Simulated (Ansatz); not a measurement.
# CuTe (CsCl type): one cell under locks on the spin (series 3), part 3 of 3

What does it cost to force the spins of CuTe (CsCl type) into other sizes and orders? Cell and atoms stay fixed. This structure was made by substitution into a known type, so it needn't be the compound's stable form.

Ansatz 0.2.0; DFT LDA+U (U_eff = 1 eV on Cu d), plane waves, PAW. Earlier steps stand in the parts before.

## Step 6: Antiferromagnetic directions held

Input file input.yaml:

```yaml
crystal:
  lattice:
    - [3.47530364, 0.0, 3.47530364]
    - [0.0, 3.47530364, 3.47530364]
    - [0.0, 0.0, 6.95060728]
  atoms:
    - { symbol: Cu, position: [0.0, 0.0, 0.0], spin: 1.0 }
    - { symbol: Te, position: [0.5, 0.5, 0.75] }
    - { symbol: Cu, position: [0.0, 0.0, 0.5], spin: -1.0 }
    - { symbol: Te, position: [0.5, 0.5, 0.25] }
basis:
  ecutwfc: 420
  ecutrho_ratio: 4
kpoints:
  mp_grid: { grid: [6, 6, 6] }
hamiltonian:
  xc: lda
  hubbard:
    sites:
      - { site: 0, l: d, u_eff: 1.0, starting_ns: [{ spin: up, occupation_matrix: s0up }, { spin: down, occupation_matrix: s0down }] }
      - { site: 2, l: d, u_eff: 1.0, starting_ns: [{ spin: up, occupation_matrix: s2up }, { spin: down, occupation_matrix: s2down }] }
    occupation_matrices:
      s0up:
        matrix:
          - [0.97, 0.0, 0.0, 0.0, 0.0]
          - [0.0, 0.97, 0.0, 0.0, 0.0]
          - [0.0, 0.0, 0.97, 0.0, 0.0]
          - [0.0, 0.0, 0.0, 0.97, 0.0]
          - [0.0, 0.0, 0.0, 0.0, 0.97]
      s0down:
        matrix:
          - [0.97, 0.0, 0.0, 0.0, 0.0]
          - [0.0, 0.02, 0.0, 0.0, 0.0]
          - [0.0, 0.0, 0.97, 0.0, 0.0]
          - [0.0, 0.0, 0.0, 0.97, 0.0]
          - [0.0, 0.0, 0.0, 0.0, 0.97]
      s2up:
        matrix:
          - [0.97, 0.0, 0.0, 0.0, 0.0]
          - [0.0, 0.02, 0.0, 0.0, 0.0]
          - [0.0, 0.0, 0.97, 0.0, 0.0]
          - [0.0, 0.0, 0.0, 0.97, 0.0]
          - [0.0, 0.0, 0.0, 0.0, 0.97]
      s2down:
        matrix:
          - [0.97, 0.0, 0.0, 0.0, 0.0]
          - [0.0, 0.97, 0.0, 0.0, 0.0]
          - [0.0, 0.0, 0.97, 0.0, 0.0]
          - [0.0, 0.0, 0.0, 0.97, 0.0]
          - [0.0, 0.0, 0.0, 0.0, 0.97]
    ns_hold: { iters: 8 }
scf:
  occupations: { method: gaussian, width: 0.05 }
  lower_state_search: "off"
  max_iter: 150
output:
  forces: true
  stress: true
  eigenvalues: true
  populations: true
  hubbard: { sites: [{ site: 0, l: d }, { site: 2, l: d }] }
magnetization:
  spin_polarized: true
  spin_locking: { lock_directions: true }
```

The typed matrices put 0.97 on the chosen orbitals and 0.02 on the others, and are held for 8 cycles. The lock stays on to the end, so the result is a constrained state unless its moments die out.

Run with:

```console
ansatz run input.yaml --threads 2 --pin off --max-ram 3072MiB --backend cpu --events-out ev --progress --plain --runs-dir out
```

Standard output, cut to the lines that bear on the results:

```text
Warning: crystal.symmetry: narrowed to the stabiliser of the occupation matrices — unitary ops 48 → 16, anti-unitary 48 → 16; lowered by the specified shells (site 0, l: d), (site 2, l: d); largest admitted image defect 8.9e-16, smallest excluded 9.5e-1 — at a splitting's scale: the group [...]
Warning: output.stress: scf.convergence.dr2_threshold = 1e-7 eV (the SCF's general default) is looser than the 4e-10 eV advised for a printed stress (1e-10 eV for each atom of the cell: 4). What an SCF threshold leaves in a stress goes as its square root, and in the free energy as the [...]
Warning: output.stress: the lock of the moments that magnetization.spin_locking holds to the close lets an SCF meet its threshold on dr2 anywhere within the lock's freeze window, and the stress can move with the moments there: no threshold on dr2 bounds that. The window is the square root [...]
Warning: RAYON_NUM_THREADS=2 ignored (pool sized by the plan → 2); use --threads N
[...]
WARN: the starting moments were not kept: the SCF closed with an absolute magnetisation of 2.9e-6 μB, where they sum to 2 μB in size (2 sites). That is at most 0.1 of that sum. Measured as dr2_m measures the in/out step, that magnetisation stands 4.1e-12 eV from none, at or under the [...]
WARN: hamiltonian.hubbard: on 2 of 4 specified blocks the occupation matrix of this SCF's result fails the test of the specified filling. At site 0 ↓ (sites count from 0 in the list of atoms of the cell that this SCF solves) the least filled combination of the orbitals specified full has [...]
  Cu0 d_3D: site group Oh (m-3m)
  Cu0 d_3D up     Tr n = 4.9114  λ = 0.974 0.974 0.974 0.994 0.994  [3× xz 0.33 (T2g 1.00) T2g(1.00) | 2× z2 0.50 (Eg 1.00) Eg(1.00)]
  Cu0 d_3D dn     Tr n = 4.9114  λ = 0.974 0.974 0.974 0.994 0.994  [3× xz 0.33 (T2g 1.00) T2g(1.00) | 2× z2 0.50 (Eg 1.00) Eg(1.00)]
  specified occupation → Cu0 d_3D up: matrix, ‖Δ‖_F = 0.0352, Tr Δ = -0.0614, displaced = 0.0307, d_λ = 0.0352; orbital distance = 0.0000
  specified occupation → Cu0 d_3D dn: matrix, ‖Δ‖_F = 0.9549, Tr Δ = -1.0114, displaced = 0.5057, d_λ = 0.9549; orbital distance = 0.8165
  Cu2 d_3D: site group Oh (m-3m)
  Cu2 d_3D up     Tr n = 4.9114  λ = 0.974 0.974 0.974 0.994 0.994  [3× xz 0.33 (T2g 1.00) T2g(1.00) | 2× z2 0.50 (Eg 1.00) Eg(1.00)]
  Cu2 d_3D dn     Tr n = 4.9114  λ = 0.974 0.974 0.974 0.994 0.994  [3× xz 0.33 (T2g 1.00) T2g(1.00) | 2× z2 0.50 (Eg 1.00) Eg(1.00)]
  specified occupation → Cu2 d_3D up: matrix, ‖Δ‖_F = 0.9549, Tr Δ = -1.0114, displaced = 0.5057, d_λ = 0.9549; orbital distance = 0.8165
  specified occupation → Cu2 d_3D dn: matrix, ‖Δ‖_F = 0.0352, Tr Δ = -0.0614, displaced = 0.0307, d_λ = 0.0352; orbital distance = 0.0000
  Tr n, λ and their labels are of the run-group-symmetrised matrices; stabiliser: 192 of 192 elements of G0×{1,Θ} (closed), max defect 4.0e-7 at τ = 1.8e-5
```

Run time: 9.9 s. Hardware: 2 threads of Intel Xeon Platinum 8488C (Sapphire Rapids), shared host; peak memory 0.6 GiB.

Result: no gap, pressure -8.1 GPa, no moment over 0.05 μB in any sphere, largest force component 0.00 eV/Å, 16 symmetry operations imposed. The program reports that the typed filling wasn't kept.

The shells' filling, with natural orbitals sorted by occupation:

```
         shell  channel  electrons  over 0.8  0.2 to 0.8  under 0.2
Cu 3d (atom 1)       up       4.91         5           0          0
Cu 3d (atom 1)     down       4.91         5           0          0
```

## Step 7: Ferrimagnetic site moments held at first, then free

Input file input.yaml:

```yaml
crystal:
  lattice:
    - [3.47530364, 0.0, 3.47530364]
    - [0.0, 3.47530364, 3.47530364]
    - [0.0, 0.0, 6.95060728]
  atoms:
    - { symbol: Cu, position: [0.0, 0.0, 0.0], spin: 1.0 }
    - { symbol: Te, position: [0.5, 0.5, 0.75] }
    - { symbol: Cu, position: [0.0, 0.0, 0.5], spin: -0.4 }
    - { symbol: Te, position: [0.5, 0.5, 0.25] }
basis:
  ecutwfc: 420
  ecutrho_ratio: 4
kpoints:
  mp_grid: { grid: [6, 6, 6] }
hamiltonian:
  xc: lda
  hubbard:
    sites: [{ site: 0, l: d, u_eff: 1.0 }, { site: 2, l: d, u_eff: 1.0 }]
scf:
  occupations: { method: gaussian, width: 0.05 }
  lower_state_search: "off"
  max_iter: 150
output:
  forces: true
  stress: true
  eigenvalues: true
  populations: true
  hubbard: { sites: [{ site: 0, l: d }, { site: 2, l: d }] }
magnetization:
  spin_polarized: true
  spin_locking: { lock_spins: true, n_iters: 12 }
```

The lock is temporary (n_iters 12) and is released on the way.

Run with:

```console
ansatz run input.yaml --threads 2 --pin off --max-ram 3072MiB --backend cpu --events-out ev --progress --plain --runs-dir out
```

Standard output, cut to the lines that bear on the results:

```text
Warning: output.stress: scf.convergence.dr2_threshold = 1e-7 eV (the SCF's general default) is looser than the 4e-10 eV advised for a printed stress (1e-10 eV for each atom of the cell: 4). What an SCF threshold leaves in a stress goes as its square root, and in the free energy as the [...]
Warning: RAYON_NUM_THREADS=2 ignored (pool sized by the plan → 2); use --threads N
Cu: projections on atomic orbitals take those of the free atom [Ne] 3s2 3p6 3d10 4s1, of charge +0.00 (hamiltonian.pseudopotentials.projection_atoms); the dataset's partial waves leave at most 2.0e-6 of an orbital's norm unspanned inside its sphere
[...]
WARN: the starting moments were not kept: the SCF closed with an absolute magnetisation of 1.5e-5 μB, where they sum to 1.4 μB in size (2 sites). That is at most 0.1 of that sum. Measured as dr2_m measures the in/out step, that magnetisation stands 1.9e-11 eV from none, at or under the [...]
  spilling = 0.005049 (of n_electrons = 70.000000)
--- Occupation matrices: 2 shells (run DFT+U table (all-electron-ortho-atomic); ε = 1.86e-4) ---
  Cu0 d_3D: site group Oh (m-3m)
  Cu0 d_3D up     Tr n = 4.9114  λ = 0.974 0.974 0.974 0.994 0.994  [3× xz 0.33 (T2g 1.00) T2g(1.00) | 2× z2 0.50 (Eg 1.00) Eg(1.00)]
  Cu0 d_3D dn     Tr n = 4.9114  λ = 0.974 0.974 0.974 0.994 0.994  [3× xz 0.33 (T2g 1.00) T2g(1.00) | 2× z2 0.50 (Eg 1.00) Eg(1.00)]
  Cu2 d_3D: site group Oh (m-3m)
  Cu2 d_3D up     Tr n = 4.9114  λ = 0.974 0.974 0.974 0.994 0.994  [3× xz 0.33 (T2g 1.00) T2g(1.00) | 2× z2 0.50 (Eg 1.00) Eg(1.00)]
  Cu2 d_3D dn     Tr n = 4.9114  λ = 0.974 0.974 0.974 0.994 0.994  [3× xz 0.33 (T2g 1.00) T2g(1.00) | 2× z2 0.50 (Eg 1.00) Eg(1.00)]
  Tr n, λ and their labels are of the run-group-symmetrised matrices; stabiliser: 192 of 192 elements of G0×{1,Θ} (closed), max defect 1.2e-6 at τ = 4.0e-5
```

Run time: 7.7 s. Hardware: 2 threads of Intel Xeon Platinum 8488C (Sapphire Rapids), shared host; peak memory 0.53 GiB.

Result: no gap, pressure -8.1 GPa, no moment over 0.05 μB in any sphere, largest force component 0.00 eV/Å, 48 symmetry operations imposed.

The shells' filling, with natural orbitals sorted by occupation:

```
         shell  channel  electrons  over 0.8  0.2 to 0.8  under 0.2
Cu 3d (atom 1)       up       4.91         5           0          0
Cu 3d (atom 1)     down       4.91         5           0          0
```

## Step 8: Results

What follows sums up all 3 parts.

Energies count from the lowest free state and have the smearing extrapolated to zero; for held moments they are taken at the target, with the constraint's term.

| start | energy (meV/atom) | gap (eV) | pressure (GPa) | largest moment (μB) | SCF cycles | time |
| --- | --- | --- | --- | --- | --- | --- |
| canted directions free, 120° | 0.0 | metal | -8.1 | 0.00 | 21 | 80 s |
| ferrimagnetic site moments held at first, then free | 0.0 | metal | -8.1 | 0.00 | 30 | 7.7 s |
| ferromagnetic start, free, natural orbitals of the symmetric run filled by rank (earlier series) | 0.0 | metal | -8.1 | 0.00 | 22 | 12 s |
| antiferromagnetic directions held [held] | 0.0 | metal | -8.1 | 0.00 | 19 | 9.9 s |
| antiferromagnetic site moments held at first, then free | 0.0 | metal | -8.1 | 0.00 | 25 | 11 s |
| ferrimagnetic site moments held [held] | 463.3 | metal | -8.0 | 1.00 | 54 | 11 s |
| site moments held (series factor 1.05; the input gives the size) [held] | 752.5 | metal | -7.5 | 1.05 | 52 | 21 s |

The 4 free runs end within about 1 meV/atom of each other. Moments of non-collinear runs come from another integration than those of collinear runs, so the two kinds don't compare to better than a few tenths of a μB. The lock of «antiferromagnetic directions held» costs nothing: that run ends at the energy of the lowest free state, with its moments gone, so the lock held nothing. The lowest state found need not be the ground state, and the geometry wasn't relaxed for any of them.
